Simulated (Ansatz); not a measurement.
# Zn3SnO: the cost of one run

Method: DFT PBE+D3(BJ), scalar-relativistic, plane waves, PAW, in Ansatz 0.2.0.

### 1 The starting structure

It takes space group Pm-3m (No. 221, cubic). Conventional cell: a = 4.280 Å, b = 4.280 Å, c = 4.280 Å, α = 90.00°, β = 90.00°, γ = 90.00°. Sn (site symmetry m-3m) has 12 Zn at 3.03 Å as nearest neighbours. Around O (site symmetry m-3m) lie 6 Zn at 2.14 Å. Zn (site symmetry 4/mmm) is surrounded by 2 O at 2.14 Å.

As a file:

```xyz
5
Lattice="4.2800 0.0000 0.0000 0.0000 4.2800 0.0000 0.0000 0.0000 4.2800" Properties=species:S:1:pos:R:3 pbc="T T T"
Sn    0.0000    0.0000    0.0000
O     2.1400    2.1400    2.1400
Zn    2.1400    2.1400    0.0000
Zn    2.1400    0.0000    2.1400
Zn    0.0000    2.1400    2.1400
```

This is a trial structure built by rule; it need not be a known or stable form of this composition.

The cell is the ideal cubic antiperovskite prototype; whether it is the stable structure of this composition wasn't checked.

### 2 Seeking zero pressure, try 1

The input, input.yaml:

```yaml
crystal:
  lattice:
    - [4.28, 0.0, 0.0]
    - [0.0, 4.28, 0.0]
    - [0.0, 0.0, 4.28]
  atoms:
    - { symbol: Sn, position: [0.0, 0.0, 0.0] }
    - { symbol: O, position: [0.5, 0.5, 0.5] }
    - { symbol: Zn, position: [0.5, 0.5, 0.0] }
    - { symbol: Zn, position: [0.5, 0.0, 0.5] }
    - { symbol: Zn, position: [0.0, 0.5, 0.5] }
basis:
  ecutwfc: 420
kpoints:
  mp_grid: { grid: [4, 4, 4] }
hamiltonian:
  xc: pbe
  dispersion: d3bj
scf:
  occupations: { method: gaussian, width: 0.05 }
output:
  forces: true
  stress: true
  eigenvalues: true
```

Started as:

```
$ ansatz run input.yaml --threads 2 --pin off --max-ram 7168MiB --backend cpu --events-out ev --progress --plain --runs-dir out
```

What time and memory should one allow on 2 threads of Intel Xeon Platinum 8488C (Sapphire Rapids), shared host?

About 2 s, with a peak of 0.42 GiB.
